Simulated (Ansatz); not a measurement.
# GdLuCl2O2 (P4mm): the equilibrium volume, part 3 of 3

Aim: the volume at which the pressure of GdLuCl2O2 (P4mm) vanishes.

Ansatz 0.2.0; DFT PBEsol+U (U_eff = 6 eV on Gd 4f), scalar-relativistic, plane waves, PAW.

## 4. Full relaxation

Input file input.yaml:

```yaml
crystal:
  lattice:
    - [3.8683852999, 0.0, 0.0]
    - [0.0, 3.8683852999, 0.0]
    - [0.0, 0.0, 6.5366173514]
  atoms:
    - { symbol: Cl, position: [0.0, 0.0, 0.6231587736] }
    - { symbol: Cl, position: [0.5, 0.5, 0.3729937461] }
    - { symbol: Gd, position: [0.5, 0.5, 0.8249240132], spin: 7.53 }
    - { symbol: Lu, position: [0.0, 0.0, 0.1657352906] }
    - { symbol: O, position: [0.5, 0.0, 1.0058935882] }
    - { symbol: O, position: [0.0, 0.5, 1.0058935882] }
basis:
  ecutwfc: 420
kpoints:
  mp_grid: { grid: [6, 6, 4] }
hamiltonian:
  xc: pbesol
  hubbard: { sites: [{ species: Gd, l: f, u_eff: 6.0 }] }
scf:
  occupations: { method: gaussian, width: 0.02 }
  lower_state_search: "off"
output:
  forces: true
  stress: true
  eigenvalues: true
  populations: true
  hubbard: { sites: [{ species: Gd, l: f }] }
magnetization:
  spin_polarized: true
relax:
  adjacent_minimum: "off"
  f_tol: 0.01
  max_steps: 50
  cell: { stress_tol: 0.1 }
```

Launch:

```console
> ansatz run input.yaml --threads 8 --pin off --max-ram 14336MiB --backend cpu --events-out ev --progress --plain --runs-dir out
```

What it wrote:

```text
Warning: RAYON_NUM_THREADS=8 ignored (pool sized by the plan → 8); use --threads N
Cl: projections on atomic orbitals take those of the free atom [Ne] 3s2 3p5, of charge +0.00 (hamiltonian.pseudopotentials.projection_atoms); the dataset's partial waves leave at most 2.1e-7 of an orbital's norm unspanned inside its sphere
Gd: projections on atomic orbitals take those of the free atom [Kr 4d10] 4f7 5s2 5p6 5d1 6s2, of charge +0.00 (hamiltonian.pseudopotentials.projection_atoms); the dataset's partial waves leave at most 2.5e-4 of an orbital's norm unspanned inside its sphere
Lu: projections on atomic orbitals take those of the free atom [Kr 4d10] 4f14 5s2 5p6 5d1 6s2, of charge +0.00 (hamiltonian.pseudopotentials.projection_atoms); the dataset's partial waves leave at most 5.1e-5 of an orbital's norm unspanned inside its sphere
O: projections on atomic orbitals take those of the free atom [He] 2s2 2p4, of charge +0.00 (hamiltonian.pseudopotentials.projection_atoms); the dataset's partial waves leave at most 1.9e-8 of an orbital's norm unspanned inside its sphere
Engine: ansatz 0.2.0, aarch64-unknown-linux-gnu
Pseudopotentials: kind: paw
Pseudopotential: Cl, paw, valence charge 7, recommended cutoff 420 eV (normal), Cl.paw.azcp
Pseudopotential: Gd, paw, valence charge 18, recommended cutoff 420 eV (normal), Gd.paw.azcp
Pseudopotential: Lu, paw, valence charge 25, recommended cutoff 420 eV (normal), Lu.paw.azcp
Pseudopotential: O, paw, valence charge 6, recommended cutoff 420 eV (normal), O.paw.azcp
Functional definition: PBEsol
  exchange = pbesol_x
  correlation = pbesol_c
Crystal: 6 atoms, lattice volume = 97.817 Å³
Basis set: ecut = 420 eV, 1925 PW (Γ), exchange–correlation on 54×54×90 points (8 copies of the dense FFT grid, shifted against one another)
Bands: 46, of which v1, the nominal top of the filled ones, is band 35 counted from 1 (34 counted from 0)
Symmetry: 8 space group operations
Space group: P4mm (ITA 99), of the structure as read, at distance tolerance 4.6e-5 Å
Magnetic group: BNS 99.163 (UNI 823), of the structure as read, at distance tolerance 4.6e-5 Å
k-points: 30 of 144 (time reversal used)
Non-local potential: Cl, projectors of the file, l = 0: 2, l = 1: 2, l = 2: 2
Non-local potential: Gd, projectors of the file, l = 0: 3, l = 1: 2, l = 2: 2, l = 3: 3
Non-local potential: Lu, projectors of the file, l = 0: 3, l = 1: 2, l = 2: 2, l = 3: 3
Non-local potential: O, projectors of the file, l = 0: 2, l = 1: 2, l = 2: 1
PAW form: soft (Blöchl's): semilocal exchange-correlation on the pseudo side does not see the compensation charge
PAW frozen core: Cl, regenerated for the run's functional, and the local potential with it (the file was generated under x = pbe(κ = 0.804, μ = 0.2195149727645171), c = pbe(β = 0.06672455060314922))
PAW frozen core: Gd, regenerated for the run's functional, and the local potential with it (the file was generated under x = pbe(κ = 0.804, μ = 0.2195149727645171), c = pbe(β = 0.06672455060314922))
PAW frozen core: Lu, regenerated for the run's functional, and the local potential with it (the file was generated under x = pbe(κ = 0.804, μ = 0.2195149727645171), c = pbe(β = 0.06672455060314922))
PAW frozen core: O, regenerated for the run's functional, and the local potential with it (the file was generated under x = pbe(κ = 0.804, μ = 0.2195149727645171), c = pbe(β = 0.06672455060314922))
PAW one-centre angular grid: Cl, 110 points (default); XC on 64 Gauss nodes
PAW one-centre angular grid: Gd, 590 points (default); XC on 64 Gauss nodes
PAW one-centre angular grid: Lu, 590 points (default); XC on 64 Gauss nodes
PAW one-centre angular grid: O, 110 points (default); XC on 64 Gauss nodes
Initial density: superposition of atomic densities (chi_scale 0.1, normalization cell, long waves kept (reshape's long-wave potential 0.05 eV rms))
Starting moments: Σ|m| = 7.53 μB on 1 of 6 sites
Initial wavefunctions: pseudopotential atomic-orbital guess
Functional: x = pbesol(κ = 0.804, μ = 0.12345679012345678), c = pbesol(β = 0.046)
SCF iter   1: F=—  HF=-27096.951063 eV  |F-HF|=—  |Δ(HF+E_count)|=         —  Δρ=1.48e-1 (↑1.48e-1 ↓1.48e-1)  dr2=1.73e1  dr2_m=1.80e1  M=7.000 μB ∫|m|=7.373 μB  β_m=1.00  ethr=3.10e-3  ⟨swp⟩=5.8  Hψ=11921  notcnv=0
preconditioner: auto → Resta (q_TF=auto, 2.574 Å⁻¹)  ε∞=5.6  [insulator: Δε(μ)=0.444 eV  Ē_g=14.160 eV  σ=0.020 eV  W_gap=1.00  n_scr=36 (ndim 8)  ℏωp=30.3 eV  f_vac=0.000  D(μ)=0.00/eV (n_scr^D=0)  ε∞_Penn≈5.6]
spin=Collinear: Resta preconditioning applied to the charge; magnetization (m = ρ↑ − ρ↓) channel mixes plain (no charge-response kernel on spin).
SCF iter   2: F=—  HF=-27091.832704 eV  |F-HF|=—  |Δ(HF+E_count)|=    5.12e0  Δρ=3.05e-2 (↑2.84e-2 ↓3.05e-2)  dr2=5.22e0  dr2_m=2.36e-1  M=7.000 μB ∫|m|=7.192 μB  β_m=1.00  ethr=3.10e-3  ⟨swp⟩=4.0  Hψ=6690  notcnv=0  defer=222
SCF iter   3: F=—  HF=-27093.022706 eV  |F-HF|=—  |Δ(HF+E_count)|=    1.19e0  Δρ=1.17e-2 (↑1.17e-2 ↓1.05e-2)  dr2=9.51e-1  dr2_m=4.35e-3  M=7.000 μB ∫|m|=7.132 μB  β_m=1.00  ethr=3.10e-3  ⟨swp⟩=4.5  Hψ=6325  notcnv=0  defer=210
SCF iter   4: F=—  HF=-27094.397050 eV  |F-HF|=—  |Δ(HF+E_count)|=    1.37e0  Δρ=7.17e-3 (↑7.17e-3 ↓6.67e-3)  dr2=1.90e-1  dr2_m=5.70e-4  M=7.000 μB ∫|m|=7.114 μB  β_m=1.00  ethr=1.38e-3  ⟨swp⟩=5.0  Hψ=6900  notcnv=0  defer=208
SCF iter   5: F=—  HF=-27095.185060 eV  |F-HF|=—  |Δ(HF+E_count)|=   7.88e-1  Δρ=5.79e-3 (↑5.79e-3 ↓5.40e-3)  dr2=9.40e-2  dr2_m=7.62e-4  M=7.000 μB ∫|m|=7.113 μB  β_m=0.30  ethr=2.76e-4  ⟨swp⟩=5.2  Hψ=8791  notcnv=0  defer=201
Mixer restart at iter 5: flushing history
spin-set hold released at iteration 5 (site moments contracting): the magnetisation degrees of freedom join the quasi-Newton model from the next iteration; the mixer history was flushed
SCF iter   6: F=—  HF=-27095.529801 eV  |F-HF|=—  |Δ(HF+E_count)|=   3.45e-1  Δρ=4.14e-3 (↑4.14e-3 ↓3.72e-3)  dr2=4.49e-2  dr2_m=7.68e-4  M=7.000 μB ∫|m|=7.109 μB  β_m=0.65  ethr=1.36e-4  ⟨swp⟩=3.8  Hψ=4751  notcnv=0  defer=201
SCF iter   7: F=—  HF=-27095.872840 eV  |F-HF|=—  |Δ(HF+E_count)|=   3.43e-1  Δρ=1.38e-3 (↑1.38e-3 ↓1.10e-3)  dr2=3.06e-3  dr2_m=5.27e-4  M=7.000 μB ∫|m|=7.107 μB  β_m=0.55  ethr=6.51e-5  ⟨swp⟩=5.7  Hψ=6716  notcnv=0  defer=201
SCF iter   8: F=—  HF=-27095.869347 eV  |F-HF|=—  |Δ(HF+E_count)|=   3.49e-3  Δρ=7.32e-4 (↑7.32e-4 ↓5.51e-4)  dr2=4.31e-4  dr2_m=2.11e-4  M=7.000 μB ∫|m|=7.107 μB  β_m=0.59  ethr=4.44e-6  ⟨swp⟩=3.8  Hψ=7908  notcnv=0  defer=196
SCF iter   9: F=—  HF=-27095.869622 eV  |F-HF|=—  |Δ(HF+E_count)|=   2.76e-4  Δρ=2.86e-4 (↑2.86e-4 ↓2.32e-4)  dr2=7.18e-5  dr2_m=3.77e-5  M=7.000 μB ∫|m|=7.108 μB  β_m=0.79  ethr=6.25e-7  ⟨swp⟩=3.0  Hψ=5255  notcnv=0  defer=196
SCF iter  10: F=—  HF=-27095.869761 eV  |F-HF|=—  |Δ(HF+E_count)|=   1.39e-4  Δρ=2.28e-4 (↑2.28e-4 ↓1.70e-4)  dr2=9.79e-5  dr2_m=9.48e-6  M=7.000 μB ∫|m|=7.109 μB  β_m=0.69  ethr=1.04e-7  ⟨swp⟩=3.0  Hψ=6320  notcnv=0  defer=196
SCF iter  11: F=—  HF=-27095.869737 eV  |F-HF|=—  |Δ(HF+E_count)|=   2.46e-5  Δρ=3.34e-5 (↑3.34e-5 ↓2.64e-5)  dr2=2.93e-6  dr2_m=2.13e-7  M=7.000 μB ∫|m|=7.109 μB  β_m=0.73  ethr=1.04e-7  ⟨swp⟩=2.1  Hψ=4843  notcnv=0  defer=196
SCF iter  12: F=—  HF=-27095.869738 eV  |F-HF|=—  |Δ(HF+E_count)|=   1.36e-6  Δρ=1.85e-5 (↑1.57e-5 ↓1.85e-5)  dr2=1.36e-6  dr2_m=9.67e-9  M=7.000 μB ∫|m|=7.109 μB  β_m=0.80  ethr=4.24e-9  ⟨swp⟩=2.6  Hψ=5168  notcnv=0  defer=196
SCF iter  13: F=—  HF=-27095.869738 eV  |F-HF|=—  |Δ(HF+E_count)|=   4.24e-7  Δρ=9.47e-6 (↑9.47e-6 ↓6.67e-6)  dr2=2.79e-7  dr2_m=6.44e-9  M=7.000 μB ∫|m|=7.109 μB  β_m=0.82  ethr=1.97e-9  ⟨swp⟩=2.0  Hψ=4633  notcnv=0  defer=196
SCF iter  14: F=-27095.869739 eV  HF=-27095.869739 eV  |F-HF|=1.79e-9  |Δ(HF+E_count)|=   2.59e-8  Δρ=1.74e-6 (↑1.74e-6 ↓1.57e-6)  dr2=1.32e-8  dr2_m=5.72e-10  M=7.000 μB ∫|m|=7.109 μB  ethr=1.45e-10  ⟨swp⟩=16.6  Hψ=20206  notcnv=0
SCF 1 converged in 14 iterations: F = -27095.869739 eV  dr2 = 1.32e-8
relax step   1: F+E_penalty+E_count = -27095.86973852 eV  Δ(F+E_penalty+E_count) = +0.000e0 eV  max|allowed force component| = 4.517e-2 eV/Å  Δτ_max = 0.0000 Å  P = -0.212 GPa  Ω = 97.817 Å³  (14 SCF iters, dr2 threshold 1.00e-7 eV, accepted)
[... 14 lines left out ...]
relax step   2: F+E_penalty+E_count = -27095.87092574 eV  Δ(F+E_penalty+E_count) = -1.187e-3 eV  max|allowed force component| = 3.008e-2 eV/Å  Δτ_max = 0.0126 Å  P = +0.083 GPa  Ω = 97.639 Å³  energy of the carried Pulay correction = +3.435e-4 eV  (6 SCF iters, dr2 threshold 3.00e-7 eV, accepted)
[... 11 lines left out ...]
relax step   3: F+E_penalty+E_count = -27095.87113984 eV  Δ(F+E_penalty+E_count) = -2.141e-4 eV  max|allowed force component| = 2.039e-2 eV/Å  Δτ_max = 0.0023 Å  P = +0.100 GPa  Ω = 97.721 Å³  energy of the carried Pulay correction = +1.841e-4 eV  (6 SCF iters, dr2 threshold 1.81e-7 eV, accepted)
[... 11 lines left out ...]
relax step   4: F+E_penalty+E_count = -27095.87098185 eV  Δ(F+E_penalty+E_count) = +1.580e-4 eV  max|allowed force component| = 3.200e-3 eV/Å  Δτ_max = 0.0024 Å  P = -0.016 GPa  Ω = 97.839 Å³  energy of the carried Pulay correction = -4.252e-5 eV  (6 SCF iters, dr2 threshold 5.60e-8 eV, accepted)
[... 11 lines left out ...]
relax step   5: F+E_penalty+E_count = -27095.87098982 eV  Δ(F+E_penalty+E_count) = -7.970e-6 eV  max|allowed force component| = 3.046e-3 eV/Å  Δτ_max = 0.0000 Å  P = -0.014 GPa  Ω = 97.839 Å³  stress off target by 2.54e-2 GPa  SCF on the basis re-selected at this cell (its energy is not comparable with the rows above)  (6 SCF iters)
basis re-selected at this cell: Δ(F+E_penalty+E_count) = -7.970e-6 eV, ΔP = +0.002 GPa vs the last step (what re-selecting the basis moved, of the pressure what is left beyond the Pulay correction that the steps carried, after the strain that the cell walked since its last selection, with what the two solves' SCF thresholds leave and, on support functions, any second-order correction that the steps lacked; it is no measure of the basis error at this ecutwfc). This SCF's stress stands 2.54e-2 GPa from its target on what of the cell is left free (relax.cell.stress_tol is 1.00e-1 GPa) and its largest allowed force component is 3.05e-3 eV/Å (relax.f_tol is 1.00e-2 eV/Å): within both
SCF converged after 6 iterations
Magnetization: 7.0000 μB (38.0000 up, 31.0000 down)
Absolute magnetization: 7.1086 μB (∫|ρ↑−ρ↓|, with the PAW one-centre terms)
Spin contamination: 0.0079 ħ² per cell (⟨S²⟩ above its minimum at these occupations)
Per-site moments (μB) at R_I (Å): [(-0.008246291983132615, 1.2487125470770588), (-0.005411202799472083, 1.2299579024698866), (6.841083123748345, 0.9338806418975023), (-0.00021015787334096564, 0.9055989937560254), (-0.01566037425580871, 0.9055989937560254), (-0.015660374255808563, 0.9055989937560254)]
Free energy (F): -27095.870990 eV
Harris-Foulkes:  -27095.870990 eV  (|F-HF|=1.82e-11)
Internal energy: -27095.870990 eV  (E = F + TS)
E sigma→0 (E₀):  -27095.870990 eV
Fermi energy:    12.306741 eV
--- Per-component energies (eV) ---
  E_band       = 5.674503
  E_kinetic    = 1499.819185
  E_local      = -11252.547918  (includes V_loc(G=0)·N_el)
  E_nonlocal   = 1026.685373
  E_hartree    = 4759.140613
  E_xc         = -810.599690
  E_vxc        = -946.100157  (∫ρ·V_xc dr)
  E_hubbard    = 0.161236  (on-site DFT+U / exact-exchange correction)
  E_vhub       = -20.810207  (the Hubbard potential's part of the band-sum identity)
  E_paw        = -15189.220655  (= ΣΔE_a)
  E_vpaw       = 180.341170  (= ΣTr[D̂ρ^β])
  E_aug_tail   = 0.005102  (compensation charges beyond the density's cutoff)
  E_ewald      = -7131.395015
  E_core_change = 2.080778  (= ΣΔE_core)
  E_smearing   = -0.000000  (= −TS)
  E_closure    = -0.000000  (closes the sum)
  Σ components = -27095.870990   (vs F -27095.870990, Δ=0.00e0)
--- Forces (eV/Å), atoms counted from 1 ---
  atom   1  Cl    -0.00000000     0.00000000    -0.00006810
  atom   2  Cl    -0.00000000    -0.00000000     0.00171094
  atom   3  Gd     0.00000000    -0.00000000     0.00120963
  atom   4  Lu    -0.00000000     0.00000000    -0.00304703
  atom   5  O      0.00000000    -0.00000000     0.00009412
  atom   6  O     -0.00000000     0.00000000     0.00009412
  max |Σ_I F_I| component: 6.32e-6 eV/Å
--- Stress (GPa, compression-positive) ---
       -0.025370       0.000000       0.000000
        0.000000      -0.025370      -0.000000
        0.000000      -0.000000       0.009285
  P = ⅓ Tr σ = -0.0138 GPa (-0.138 kbar)
--- Band table (eV; the first three rows and the last of 60) ---
  k-point 0 ↑: bands = ["-43.5715", "-32.6734", "-14.5333", "-14.2698", "-14.2698", "-10.4906", "-10.0583", "-10.0583", "-5.9489", "-5.7285", "-4.0638", "-3.3081", "4.6249", "4.6476", "4.6476", "4.6988", "4.6988", "4.7156", "4.7522", "6.2695", "7.0220", "7.0220", "7.2374", "7.4369", "7.5190", "7.5190", "7.6351", "7.6351", "7.7508", "7.8489", "7.8622", "7.8901", "7.8901", "8.9216", "8.9216", "9.2983", "9.9633", "9.9633", "14.7169", "14.7759", "15.1416", "15.6087", "16.6364", "16.9330", "18.1409", "18.1409"]
[... 3 lines left out ...]
Occupation matrices written to <dir>
--- Relaxed structure (4 steps of the walk, 4 accepted, 1 SCFs on fresh bases) ---
  F+E_penalty+E_count = -27095.87098982 eV   max|allowed force component| = 3.046e-3 eV/Å   (the final SCF, on the basis selected at the relaxed cell)
  cell:  # Å, volume = 97.8386 Å³
    - [3.856474531447961, -8.084801793715392e-35, 1.697808376680232e-33]
    - [-8.084801793715392e-35, 3.856474531447961, 0.0]
    - [2.8688775377796936e-33, 0.0, 6.578537762054401]
  atoms:
    - { symbol: Cl, position: [2.2818768626804027e-35, -4.118046071574423e-84, 0.6253828120422107] }
    - { symbol: Cl, position: [0.5, 0.5, 0.3719341243545885] }
    - { symbol: Gd, position: [0.5, 0.5, 0.8251831950521121] }
    - { symbol: Lu, position: [2.281876862680411e-34, -1.5442672768404087e-84, 0.16506497446528742] }
    - { symbol: O, position: [0.5, -1.3363823550460978e-51, 1.0055169469929006] }
    - { symbol: O, position: [8.131779365188371e-34, 0.5, 1.0055169469929006] }
--- Löwdin populations: 6 sites ---
  site symbol       q [e]    m [muB]
     0     Cl      7.2450    -0.0081
     1     Cl      7.2636    -0.0057
     2     Gd     17.1114     7.0339
     3     Lu     24.0738     0.0007
     4      O      6.5797    -0.0120
     5      O      6.5797    -0.0120
  spilling = 0.002128 (of n_electrons = 69.000000)
--- Occupation matrices: 1 shell (run DFT+U table (all-electron-ortho-atomic); ε = 1.39e-5) ---
  Gd2 f_4F: site group C4v (4mm)
  Gd2 f_4F up     Tr n = 6.9950  λ = 0.998 0.999 0.999 0.999 1.000 1.000 1.000  [z(x2-y2) 1.00 B1(1.00) | z3 1.00 A1(1.00) | 2× x(x2-3y2) 0.35 E(1.00) | xyz 1.00 B2(1.00) | 2× xz2 0.35 E(1.00)]
  Gd2 f_4F dn     Tr n = 0.0492  λ = 0.004 0.004 0.006 0.007 0.007 0.007 0.013  [2× xz2 0.49 E(1.00) | xyz 1.00 B2(1.00) | z3 1.00 A1(1.00) | 2× x(x2-3y2) 0.49 E(1.00) | z(x2-y2) 1.00 B1(1.00)]
  Tr n, λ and their labels are of the run-group-symmetrised matrices; stabiliser: 8 of 16 elements of G0×{1,Θ} (closed), max defect 6.7e-15 at τ = 2.9e-6
```

It took 28 s on 8 threads of Arm Neoverse V1, shared host; peak memory 0.8 GiB.

How the relaxation went:

```csv
step,energy from step 1 (meV/atom),largest force component (eV/Å),pressure (GPa),volume (Å³/atom)
1,0.0,0.045,-0.21,16.303
2,-0.2,0.030,0.08,16.273
3,-0.2,0.020,0.10,16.287
4,-0.2,0.003,-0.02,16.306
5,-0.2,0.003,-0.01,16.306
```

Step 1 is the start. Step 5 repeats the geometry before it on a plane-wave basis chosen anew for the final cell, which leaves the energy as it was. The run keeps the 8 symmetry operations that it found, so it can't reach a distortion that breaks them.

Result: volume 16.306 Å³/atom, pressure -0.01 GPa, mesh gap 4.69 eV, moments in the atoms' spheres Gd 6.84 μB.

## 5. The volume search in one table

```csv
step,level,mesh,relaxed,volume (Å³/atom),pressure (GPa)
2,PBEsol+U,6×6×4,nothing,17.002,-4.86
3,PBEsol+U,6×6×4,all,16.303,-0.21
4,PBEsol+U,6×6×4,all,16.306,-0.01
```

How the cell compares, before and after:

| cell as typed | before | after | change |
| --- | --- | --- | --- |
| a (Å) | 3.925 | 3.856 | -1.7 % |
| b (Å) | 3.925 | 3.856 | -1.7 % |
| c (Å) | 6.622 | 6.579 | -0.7 % |
| volume (Å³/atom) | 17.002 | 16.306 | -4.1 % |
| shortest distance (Å) | 2.245 | 2.195 | -2.2 % |
| space group | P4mm | P4mm | same |

## 6. Summary of results

What follows sums up all 3 parts. Changes of volume or cell count from the first structure of part 1.

| quantity | value |
| --- | --- |
| volume | 16.306 Å³/atom |
| pressure | -0.01 GPa |
| conventional cell | a = 3.856 Å, b = 3.856 Å, c = 6.579 Å, α = 90.00°, β = 90.00°, γ = 90.00° |
| gap on the mesh | 4.69 eV |
| spin moments in spheres | Gd 6.84 μB |

In words: From the first run shown, the volume went from 17.00 to 16.31 Å³/atom (-4.1 %) in 3 runs, where the pressure is zero within 0.01 GPa. With a Hubbard U or exact exchange the result depends on the state in which the open shell ends, and a lower one can't be excluded. Spin–orbit coupling is left out, though the cell holds Lu; it splits the 4f levels.
